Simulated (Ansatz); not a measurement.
# AsH2 (quartet): the correlation ladder, cc-pVTZ

An exercise on one series of results from a longer session: the logs are not shown, and one member is left open.

Program: Ansatz 0.2.0, Gaussian basis. Level of theory: cc-pVTZ, core rule «outside noble gas», up to 14 orbitals frozen. These are calculated values, not measurements.

To be run: UHF; CCSD(T) on ROHF; CCSD(T) on UHF; BCCD(T) on ROHF; CISD; CCSDT(Q) on ROHF; CCSDT(Q) on UHF; CASSCF and MRCISD+Q, 7 electrons in 6 orbitals; CASSCF and NEVPT2, 7 electrons in 6 orbitals.

22 further runs of the same task are left out: 7 that didn't finish, 15 set aside as unsound or not needed.

## The geometry

The geometry is a PBE0/def2-TZVP stationary point (not a proven minimum) of the parent state, kept for this charge and spin. No spin-orbit coupling is included. The filled d shell of As may be among the frozen orbitals whatever the setting's name suggests; the logs give the count.

3 atoms, charge 0, spin multiplicity 4.

Atoms are counted from 1 here; the program's logs count them from 0.

Bond lengths: As1–H2 1.526 Å, As1–H3 1.526 Å. Angles: H2–As1–H3 90.7°.

Coordinates:

```
atom    x (Å)     y (Å)     z (Å)
 As1  0.00000  -0.02810   0.00000
  H2  0.00000   1.04450  -1.08590
  H3  0.00000   1.04449   1.08590
```

The first run:

File in.yaml:

```yaml
crystal:
  periodic: [false, false, false]
  atoms:
    - {symbol: As, position_ang: [0.000000, -0.028104, 0.000000]}
    - {symbol: H, position_ang: [0.000000, 1.044500, -1.085896]}
    - {symbol: H, position_ang: [0.000000, 1.044492, 1.085904]}
basis:
  gaussian: {orbitals: cc-pVTZ}
magnetization: {spin_polarized: true, initial_magnetization: 3}
hamiltonian: {xc: hf}
output: {orbitals: {seedname: orbitals}}
```

Command:

```console
$ ansatz run in.yaml --threads 1 --pin off --events-out ev --progress --plain --max-ram 2393MiB
```

Among the steps run: UHF; CCSD(T) on ROHF; CCSD(T) on UHF; BCCD(T) on ROHF; CISD; CCSDT(Q) on ROHF; CCSDT(Q) on UHF; CASSCF and MRCISD+Q, 7 electrons in 6 orbitals; CASSCF and NEVPT2, 7 electrons in 6 orbitals.

One table of the session follows, with a row left open; its other results are not shown here.

```
          method  from UCCSDT(Q) (kcal/mol)
            ROHF                     +89.87
             UHF                     +86.28
            RMP2                     +19.44
            UMP2                     +19.67
            CISD                      +6.28
           RCCSD                      +4.26
           UCCSD                          ?
        RCCSD(T)                      +1.28
        UCCSD(T)                      +1.02
         BCCD(T)                      +1.30
          RCCSDT                      +0.42
          UCCSDT                      +0.12
       RCCSDT(Q)                      +0.31
       UCCSDT(Q)                          0
  CASSCF valence                     +75.48
  NEVPT2 valence                     +17.79
  MRCISD valence                      +5.10
MRCISD+Q valence                      +0.94
```

**Question.** Estimate the row for UCCSD.

**Answer.** from UCCSDT(Q) (kcal/mol): +3.91. In the column «from UCCSDT(Q) (kcal/mol)» it lies between BCCD(T) (+1.30) and RCCSD (+4.26).

Caveats from the session: Restricted and unrestricted rows rest on different reference determinants; where their highest levels disagree by more than a few hundredths of an eV, they describe different states and don't form one ladder.
